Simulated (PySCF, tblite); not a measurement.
# C₃H₆BBrO: geometry, infrared bands, NMR shifts and spin-spin couplings

Wanted: the infrared bands, NMR shifts and spin-spin couplings of C₃H₆BBrO (`C=CCOBBr`), by calculation.

Computed with tblite 0.8.0 and PySCF 2.14.0, with density-fitted response routines of our own, on a single molecule in the gas phase. Atoms count from 0, in the outputs and in this text.

## 1. The molecule as given

12 atoms, charge 0, multiplicity 1; geometry from: force field or distance geometry start.

Bonds of the start (Å): C0–C1 1.34, C1–C2 1.51, C2–O3 1.37, O3–B4 1.46, B4–Br5 2.00, C0–H6 1.11, C0–H7 1.07, C1–H8 1.08, C2–H9 1.11, C2–H10 1.12, B4–H11 1.21.

## 2. Geometry optimisation with GFN2-xTB

Job settings and geometry (Å):

```
{"job": {"kind": "relax", "xc": "GFN2-xTB", "basis": "xTB"}, "charge": 0, "multiplicity": 1}
C     -2.036000     0.158800    -0.417600
C     -1.149700     0.871200     0.285200
C      0.266300     0.361000     0.386300
O      0.472800    -0.804500    -0.312800
B      1.842400    -1.300300    -0.208100
Br     3.316700    -0.099200     0.396500
H     -3.080000     0.524800    -0.492600
H     -1.743300    -0.746100    -0.908200
H     -1.464600     1.779600     0.785600
H      0.536200     0.236800     1.455100
H      0.915500     1.189300    -0.004100
H      2.124900    -2.172100    -0.991500
```

Command:

```bash
$ OMP_NUM_THREADS=1 python probes_run.py task.json out
```

This one command runs all jobs of the session in turn.

Output:

```text
step      E/eV     max force
  0    -513.88014    4.664
  1    -514.34510    2.211
  2    -514.45714    2.827
  3    -514.56926    1.015
  4    -514.62082    0.653
  5    -514.65055    0.485
  6    -514.66427    0.435
  7    -514.68074    0.299
  8    -514.68600    0.279
  9    -514.69193    0.250
 10    -514.69665    0.252
 11    -514.70222    0.239
 12    -514.70684    0.162
 13    -514.71010    0.151
 14    -514.71250    0.161
 15    -514.71501    0.174
 16    -514.71698    0.113
 17    -514.71824    0.103
 18    -514.71915    0.087
 19    -514.71990    0.086
 20    -514.72054    0.081
 21    -514.72106    0.062
 22    -514.72146    0.058
 23    -514.72186    0.060
 24    -514.72239    0.077
 25    -514.72315    0.090
 26    -514.72413    0.089
 27    -514.72509    0.082
 28    -514.72573    0.063
 29    -514.72611    0.059
 30    -514.72642    0.057
 31    -514.72671    0.045
 32    -514.72693    0.053
 33    -514.72708    0.046
 34    -514.72720    0.031
 35    -514.72731    0.033
 36    -514.72739    0.021
 37    -514.72743    0.013
 38    -514.72745    0.013
 39    -514.72748    0.015
 40    -514.72750    0.014
 41    -514.72751    0.011
 42    -514.72752    0.010
 43    -514.72753    0.011
 44    -514.72754    0.013
 45    -514.72755    0.009
```

Wall time 0.38 s (1 thread of Arm Neoverse N1, shared host); peak memory 0.18 GiB.

The steps of the relaxation: (not every step is listed)

| step | energy from step 0 (eV) | largest force (eV/Å) |
| --- | --- | --- |
| 0 | 0.0000 | 4.6640 |
| 1 | -0.4650 | 2.2109 |
| 2 | -0.5770 | 2.8271 |
| 3 | -0.6891 | 1.0150 |
| 4 | -0.7407 | 0.6534 |
| 5 | -0.7704 | 0.4849 |
| 6 | -0.7841 | 0.4346 |
| 7 | -0.8006 | 0.2986 |
| 8 | -0.8059 | 0.2786 |
| 11 | -0.8221 | 0.2393 |
| 14 | -0.8324 | 0.1615 |
| 17 | -0.8381 | 0.1029 |
| 20 | -0.8404 | 0.0807 |
| 23 | -0.8417 | 0.0602 |
| 26 | -0.8440 | 0.0888 |
| 29 | -0.8460 | 0.0590 |
| 32 | -0.8468 | 0.0528 |
| 35 | -0.8472 | 0.0327 |
| 38 | -0.8473 | 0.0134 |
| 40 | -0.8474 | 0.0137 |
| 41 | -0.8474 | 0.0107 |
| 42 | -0.8474 | 0.0102 |
| 43 | -0.8474 | 0.0114 |
| 44 | -0.8474 | 0.0127 |
| 45 | -0.8474 | 0.0088 |

Distances of close pairs at the start and the end, largest changes first:

| bond | before (Å) | after (Å) | change (Å) |
| --- | --- | --- | --- |
| O3–B4 | 1.460 | 1.308 | -0.152 |
| B4–Br5 | 1.995 | 1.899 | -0.097 |
| C2–O3 | 1.375 | 1.415 | +0.041 |
| B4–H11 | 1.206 | 1.170 | -0.035 |
| C0–H6 | 1.109 | 1.076 | -0.033 |
| C2–H10 | 1.122 | 1.100 | -0.022 |
| C0–C1 | 1.337 | 1.318 | -0.018 |
| C2–H9 | 1.109 | 1.100 | -0.010 |

The next job starts from the end point, and lists it.

## 3. Harmonic vibrations with GFN2-xTB

Job settings and geometry (Å):

```
{"job": {"kind": "ir", "xc": "GFN2-xTB", "basis": "xTB"}, "charge": 0, "multiplicity": 1}
C     -2.024936     0.114539    -0.440625
C     -1.169738     0.827209     0.265788
C      0.276514     0.484822     0.459860
O      0.626844    -0.708592    -0.215292
B      1.828596    -1.201418    -0.372999
Br     3.374636    -0.341343     0.316472
H     -3.054537     0.407652    -0.545278
H     -1.722984    -0.790942    -0.938948
H     -1.466755     1.737010     0.769102
H      0.484688     0.363591     1.532807
H      0.904017     1.314436     0.101977
H      1.944854    -2.207650    -0.958891
```

Output:

```text
mode    cm-1     km/mol
  1     -23.6      2.41
  2     108.5      0.21
  3     110.0      5.93
  4     184.6      1.08
  5     322.3     23.07
  6     423.4      6.24
  7     549.3      2.27
  8     577.5      2.73
  9     647.3     20.58
 10     716.2     98.63
 11     897.7     11.49
 12     907.4      5.11
 13     967.9      4.34
 14     968.8      3.79
 15    1022.5     22.37
 16    1059.5     55.06
 17    1108.2    122.89
 18    1217.9      9.54
 19    1276.4      0.76
 20    1325.8    207.02
 21    1359.0    280.84
 22    1398.3      0.19
 23    1439.2      1.09
 24    1721.9      9.84
 25    2648.6     88.04
 26    2868.4     17.97
 27    2898.1     24.12
 28    3069.2     24.77
 29    3114.5      9.24
 30    3143.1     37.45
```

Wall time 0.47 s (1 thread of Arm Neoverse N1, shared host); peak memory 0.18 GiB.

The strongest bands and the atoms that carry them (share of the mass-weighted mode):

| cm⁻¹ | km/mol | atoms |
| --- | --- | --- |
| 716 | 98.6 | H11 70 %, B4 28 % |
| 1060 | 55.1 | H11 57 % |
| 1108 | 122.9 | C2 21 %, H11 18 %, C1 14 %, O3 12 % |
| 1326 | 207.0 | H10 24 %, C2 22 %, O3 18 %, H9 17 % |
| 1359 | 280.8 | B4 32 %, O3 30 %, H9 15 %, H10 14 % |
| 2649 | 88.0 | H11 92 % |
| 3069 | 24.8 | H8 91 % |
| 3143 | 37.5 | H6 54 %, H7 35 % |

## 4. Nuclear shieldings: PBE0/pcSseg-1

Settings changed since step 3:

```diff
@@ -1,2 +1,2 @@
-{"job": {"kind": "ir", "xc": "GFN2-xTB", "basis": "xTB"}, "charge": 0, "multiplicity": 1}
+{"job": {"kind": "nmr", "xc": "PBE0", "basis": "pcSseg-1"}, "charge": 0, "multiplicity": 1}
 C     -2.024936     0.114539    -0.440625
```

Level: GIAO PBE0/pcSseg-1 NMR shielding, non-relativistic, gas phase.

Output:

```text
coarse grid: 48064 points
cycle   1  E = -2791.2737770690  dE = -4.495e-01  |g| = 8.927e-01  |ddm| = 3.101e+00
cycle   2  E = -2791.1761657834  dE =  9.761e-02  |g| = 9.989e-01  |ddm| = 9.813e-01
cycle   3  E = -2791.3334775155  dE = -1.573e-01  |g| = 2.933e-01  |ddm| = 8.012e-01
cycle   4  E = -2791.3483643010  dE = -1.489e-02  |g| = 4.692e-02  |ddm| = 1.903e-01
cycle   5  E = -2791.3487586135  dE = -3.943e-04  |g| = 1.225e-02  |ddm| = 4.371e-02
cycle   6  E = -2791.3487950551  dE = -3.644e-05  |g| = 2.220e-03  |ddm| = 1.116e-02
cycle   7  E = -2791.3487955833  dE = -5.281e-07  |g| = 8.639e-04  |ddm| = 2.227e-03
final grid: 101352 points
cycle   8  E = -2791.3488335908  dE =  1.807e-07  |g| = 1.282e-03  |ddm| = 2.095e-03
cycle   9  E = -2791.3488330190  dE =  5.718e-07  |g| = 1.990e-03  |ddm| = 2.550e-03
cycle  10  E = -2791.3488339531  dE = -9.341e-07  |g| = 1.863e-04  |ddm| = 1.535e-03
cycle  11  E = -2791.3488339599  dE = -6.740e-09  |g| = 1.101e-05  |ddm| = 1.560e-04
cycle  12  E = -2791.3488339599  dE = -2.365e-11  |g| = 4.845e-06  |ddm| = 1.542e-05
converged SCF energy = -2791.3488339599

GIAO shielding tensors (ppm)
atom      isotropic    diamagn.    paramagn.     s11        s22        s33       span
  0 C       66.039     253.526    -187.487    -50.080     70.085    178.112    228.192
  1 C       46.655     256.087    -209.432    -72.036     61.739    150.261    222.297
  2 C      114.833     245.751    -130.918     94.718    103.109    146.673     51.955
  3 O      134.864     396.004    -261.141    -54.557    134.653    324.494    379.052
  4 B       61.943     193.618    -131.675     39.045     56.209     90.575     51.530
  5 Br    2335.627    3125.337    -789.711   1746.573   2612.133   2648.175    901.602
  6 H       26.020      28.243      -2.223     23.391     25.315     29.354      5.963
  7 H       25.547      31.253      -5.706     22.751     23.757     30.133      7.382
  8 H       25.581      29.908      -4.327     23.969     25.037     27.738      3.769
  9 H       26.845      29.754      -2.909     21.910     27.659     30.966      9.056
 10 H       26.625      30.144      -3.519     21.077     28.254     30.543      9.466
 11 H       26.057      29.010      -2.953     21.931     24.770     31.469      9.539
```

It took 35 s on 1 thread of Arm Neoverse N1, shared host; peak memory 0.68 GiB.

Shifts follow as δ = σ(reference) − σ, with reference shieldings (ppm) from runs at the same level and on the same kind of geometry: ¹H TMS 31.72, ¹³C TMS 186.9, ¹⁷O H2O 336.1, ¹¹B BF3·OEt2 100.1, ⁷⁹Br HBr 2622. The references are single molecules in the gas phase, so shifts against H2O, NH3, PH3, H3PO4 or CFCl3 are not on the usual liquid scales and can be off by tens of ppm. Atoms listed in one row are averaged.

| atoms | environment | σ (ppm) | δ (ppm) | δ scaled to CDCl3 |
| --- | --- | --- | --- | --- |
| C1 | alkene CH | 46.7 | 140.3 | 135.0 |
| C0 | terminal =CH2 carbon | 66.0 | 120.9 | 116.1 |
| C2 | allylic sp3 CH2 bonded to O | 114.8 | 72.1 | 68.4 |
| H7 | hydrogen on a terminal =CH2 carbon | 25.55 | 6.17 | 5.92 |
| H8 | hydrogen on an alkene CH | 25.58 | 6.14 | 5.89 |
| H6 | hydrogen on a terminal =CH2 carbon | 26.02 | 5.70 | 5.48 |
| H11 | hydrogen on a boron bonded to Br, O | 26.06 | 5.66 | – |
| H9, H10 | hydrogen on an allylic sp3 CH2 bonded to O | 26.73 | 4.98 | 4.80 |
| O3 | oxygen bonded to C, B | 134.9 | 201.2 | – |
| B4 | boron bonded to Br, O, H | 61.9 | 38.1 | – |
| Br5 | bromine bonded to B | 2336 | 286 | – |

The scaled column applies a straight-line fit of computed shieldings to shifts measured in CDCl3, with any fitted terms for Cl, Br or S neighbours (root-mean-square error 0.16 ppm for H, 1.9 ppm for C).

The run also stored atomic charges by several schemes (e):

| atoms | Mulliken | IAO | Hirshfeld | ESP fit |
| --- | --- | --- | --- | --- |
| C0 | -0.12 | -0.32 | -0.10 | -0.41 |
| C1 | -0.29 | -0.15 | -0.05 | -0.17 |
| C2 | 0.12 | -0.06 | 0.02 | 0.23 |
| O3 | -0.46 | -0.34 | -0.13 | -0.19 |
| B4 | 0.39 | 0.14 | 0.16 | 0.21 |
| Br5 | -0.27 | -0.07 | -0.07 | -0.15 |

Mayer bond orders: C0–C1 1.99, C1–C2 1.05, C2–O3 0.85, O3–B4 1.30, B4–Br5 1.05.

## 5. Spin-spin couplings: B3LYP/pcSseg-1+pcJ-1

Settings changed since step 4:

```diff
@@ -1,2 +1,2 @@
-{"job": {"kind": "nmr", "xc": "PBE0", "basis": "pcSseg-1"}, "charge": 0, "multiplicity": 1}
+{"job": {"kind": "j", "xc": "B3LYP", "basis": "pcJ-1"}, "charge": 0, "multiplicity": 1}
 C     -2.024936     0.114539    -0.440625
```

With the program's defaults for keys left out, this is: B3LYP/pcJ-1 Br:pcSseg-1 indirect spin-spin coupling, non-relativistic, gas phase.

Output:

```text
coarse grid: 48064 points
cycle   1  E = -2791.8929202520  dE = -5.026e-01  |g| = 9.728e-01  |ddm| = 2.925e+00
cycle   2  E = -2791.7270803614  dE =  1.658e-01  |g| = 1.218e+00  |ddm| = 1.157e+00
cycle   3  E = -2791.9632836688  dE = -2.362e-01  |g| = 3.504e-01  |ddm| = 9.682e-01
cycle   4  E = -2791.9838268409  dE = -2.054e-02  |g| = 6.033e-02  |ddm| = 2.225e-01
cycle   5  E = -2791.9844853601  dE = -6.585e-04  |g| = 1.808e-02  |ddm| = 5.626e-02
cycle   6  E = -2791.9845630777  dE = -7.772e-05  |g| = 2.674e-03  |ddm| = 1.557e-02
cycle   7  E = -2791.9845637668  dE = -6.891e-07  |g| = 1.052e-03  |ddm| = 2.803e-03
final grid: 101352 points
cycle   8  E = -2791.9845773518  dE =  1.766e-07  |g| = 1.478e-03  |ddm| = 2.747e-03
cycle   9  E = -2791.9845768314  dE =  5.204e-07  |g| = 2.128e-03  |ddm| = 3.257e-03
cycle  10  E = -2791.9845777758  dE = -9.444e-07  |g| = 2.661e-04  |ddm| = 1.859e-03
cycle  11  E = -2791.9845777920  dE = -1.622e-08  |g| = 2.030e-05  |ddm| = 2.002e-04
cycle  12  E = -2791.9845777921  dE = -8.686e-11  |g| = 6.089e-06  |ddm| = 2.477e-05
converged SCF energy = -2791.9845777921

Indirect spin-spin couplings (Hz)
  i      j    bonds     total        FC       PSO       DSO        SD
  0 C    1 C    1     80.777    90.434    -9.814     0.156         -
  0 C    2 C    2     -2.440    -2.074    -0.338    -0.028         -
  0 C    3 O    3     -4.316    -4.506     0.216    -0.026         -
  0 C    6 H    1    164.790   163.742     0.468     0.580         -
  0 C    7 H    1    166.502   165.567     0.273     0.662         -
  0 C    8 H    2     -0.922     0.813    -1.170    -0.564         -
  0 C    9 H    3      5.229     5.303     0.290    -0.365         -
  0 C   10 H    3      5.228     5.293     0.293    -0.359         -
  1 C    2 C    1     48.857    50.225    -1.617     0.249         -
  1 C    3 O    2     -6.570    -6.726     0.179    -0.022         -
  1 C    4 B    3      4.967     4.858     0.160    -0.090     0.039
  1 C    6 H    2      0.525     2.326    -1.274    -0.526         -
  1 C    7 H    2     -3.229    -1.298    -1.466    -0.465         -
  1 C    8 H    1    162.323   161.163     0.332     0.828         -
  1 C    9 H    2     -5.646    -5.597    -0.018    -0.032         -
  1 C   10 H    2     -5.386    -5.340    -0.029    -0.017         -
  1 C   11 H    4     -0.344    -0.320     0.217    -0.241         -
  2 C    3 O    1     16.680    17.608    -0.773    -0.154         -
  2 C    4 B    2     -1.379    -1.231    -0.102    -0.047     0.001
  2 C    6 H    3     11.141    11.212     0.368    -0.439         -
  2 C    7 H    3      7.981     8.010    -0.031     0.002         -
  2 C    8 H    2     14.210    14.300     0.007    -0.098         -
  2 C    9 H    1    150.243   149.171    -0.045     1.117         -
  2 C   10 H    1    150.549   149.477    -0.075     1.147         -
  2 C   11 H    3      6.815     6.835     0.412    -0.432         -
  3 O    4 B    1     -8.088   -13.732     6.358    -0.195    -0.518
  3 O    6 H    4     -0.321    -0.348    -0.114     0.142         -
  3 O    8 H    3     -7.699    -7.803    -0.114     0.218         -
  3 O    9 H    2     -2.427    -1.831    -0.611     0.015         -
  3 O   10 H    2     -1.655    -1.052    -0.621     0.018         -
  3 O   11 H    2    -25.859   -26.430     0.561     0.010         -
  4 B    8 H    4      0.949     0.861     0.507    -0.423     0.005
  4 B    9 H    3      1.603     1.594     0.048    -0.037    -0.002
  4 B   10 H    3      2.867     2.897    -0.101     0.083    -0.012
  4 B   11 H    1    201.435   200.500    -1.261     1.613     0.585
  6 H    7 H    2      0.019    -0.268     3.773    -3.485         -
  6 H    8 H    3     12.298    12.725     0.334    -0.761         -
  6 H    9 H    4     -3.154    -3.130     1.524    -1.548         -
  6 H   10 H    4     -3.086    -3.083     1.515    -1.518         -
  7 H    8 H    3     18.104    18.604     2.777    -3.277         -
  7 H    9 H    4     -3.173    -3.151     1.196    -1.218         -
  7 H   10 H    4     -3.105    -3.107     1.209    -1.206         -
  8 H    9 H    3      3.172     3.029     0.400    -0.256         -
  8 H   10 H    3      3.254     3.076     0.344    -0.166         -
  8 H   11 H    5      0.467     0.507     1.185    -1.226         -
  9 H   10 H    2    -19.440   -20.017     1.910    -1.333         -
  9 H   11 H    4     -1.329    -1.281     1.332    -1.380         -
 10 H   11 H    4     -1.199    -1.105     1.334    -1.428         -
```

Run time: 85 s. Hardware: 1 thread of Arm Neoverse N1, shared host; peak memory 0.91 GiB.

Couplings of 1 Hz or more, nine at most for each number of bonds, with means over like pairs (isotopes 11B, 13C, 1H, 17O):

| pair | bonds | J (Hz) | Fermi contact (Hz) | dihedral (°) |
| --- | --- | --- | --- | --- |
| B4–H11 | 1 | 201.4 | 200.5 | – |
| C0–H7 | 1 | 166.5 | 165.6 | – |
| C0–H6 | 1 | 164.8 | 163.7 | – |
| C1–H8 | 1 | 162.3 | 161.2 | – |
| C2–H9 | 1 | 150.4 | 149.3 | – |
| C0–C1 | 1 | 80.8 | 90.4 | – |
| C1–C2 | 1 | 48.9 | 50.2 | – |
| C2–O3 | 1 | 16.7 | 17.6 | – |
| O3–B4 | 1 | -8.1 | -13.7 | – |
| O3–H11 | 2 | -25.9 | -26.4 | – |
| H9–H10 | 2 | -19.4 | -20.0 | – |
| C2–H8 | 2 | 14.2 | 14.3 | – |
| C1–O3 | 2 | -6.6 | -6.7 | – |
| C1–H9 | 2 | -5.5 | -5.5 | – |
| C1–H7 | 2 | -3.2 | -1.3 | – |
| C0–C2 | 2 | -2.4 | -2.1 | – |
| O3–H9 | 2 | -2.0 | -1.4 | – |
| C2–B4 | 2 | -1.4 | -1.2 | – |
| H7–H8 | 3 | 18.1 | 18.6 | -180 |
| H6–H8 | 3 | 12.3 | 12.7 | 0 |
| C2–H6 | 3 | 11.1 | 11.2 | 180 |
| C2–H7 | 3 | 8.0 | 8.0 | 0 |
| O3–H8 | 3 | -7.7 | -7.8 | -180 |
| C2–H11 | 3 | 6.8 | 6.8 | 180 |
| C0–H9 | 3 | 5.2 | 5.3 | -121 |
| C1–B4 | 3 | 5.0 | 4.9 | 172 |
| C0–O3 | 3 | -4.3 | -4.5 | 0 |
| H7–H9 | 4 | -3.1 | -3.1 | – |
| H6–H9 | 4 | -3.1 | -3.1 | – |
| H9–H11 | 4 | -1.3 | -1.2 | – |

The spin-dipole term was solved for some atoms only; pairs without it lack that part.

The response was solved for the nuclei of B, C, H alone, so couplings that need other nuclei can be missing.

Quadrupole couplings from the field gradients of the same density:

| atom | isotope | eQq/h (MHz) | η |
| --- | --- | --- | --- |
| Br5 | 79Br | 291.1 | 0.55 |
| O3 | 17O | -8.571 | 0.26 |
| B4 | 11B | 3.106 | 0.85 |

Shifts (PBE0/pcSseg-1, scaled to CDCl3 for protons on carbon, raw for the others) and these couplings together give the proton spectrum at 500 MHz below. H–H couplings in it are scaled by factors fitted to measured ones, so they differ from the table. Couplings to quadrupolar nuclei are left out.

¹H NMR δ 5.92 (m, 1H), 5.89 (m, 1H), 5.66 (br, 1H), 5.48 (m, 1H), 4.80 (m, 2H).

## 6. What came out

| quantity | value |
| --- | --- |
| strongest single infrared mode (GFN2-xTB) | 1359 cm⁻¹, 281 km/mol |
| zero-point energy (GFN2-xTB) | 54.4 kcal/mol |
| ¹³C shifts against TMS (PBE0/pcSseg-1) | 140.3, 120.9, 72.1 ppm |
| ¹H shifts against TMS (PBE0/pcSseg-1, means over atoms taken as alike) | 6.17, 6.14, 5.70, 5.66, 4.98 ppm |
| ¹⁷O shifts against H2O (PBE0/pcSseg-1) | 201.2 ppm |
| ¹¹B shifts against BF3·OEt2 (PBE0/pcSseg-1) | 38.1 ppm |
| ⁷⁹Br shifts against HBr (PBE0/pcSseg-1) | 286 ppm |
| largest coupling of the table (B3LYP/pcSseg-1+pcJ-1) | ¹J(B,H) B4–H11, 201.4 Hz |

In words: The optimisation took 45 steps and gained 0.847 eV; among the close pairs (by a distance rule), O3–B4 changed most, from 1.460 to 1.308 Å. The lowest mode is imaginary (24i cm⁻¹), so the xTB geometry is not a minimum. The strongest single mode, at 1359 cm⁻¹, is carried by B4, O3, H9, H10. GFN2-xTB is a fitted tight-binding method: band positions and strengths are rough. Its intensities can rank the bands wrongly. The most deshielded carbon is C1 (alkene CH), at 140.3 ppm: the olefinic region. At PBE0/pcSseg-1: The largest span, 902 ppm, is at Br5, where the paramagnetic term is -790 ppm. Of the pairs tabulated at B3LYP/pcSseg-1+pcJ-1, B4–H11 couples most strongly (201.4 Hz; Fermi contact 200.5 Hz). Couplings across rotatable bonds belong to this one conformer; where others are populated, the observed values are averages. Spin-orbit coupling is left out, which matters for shieldings and couplings at and beside the heavy atoms.
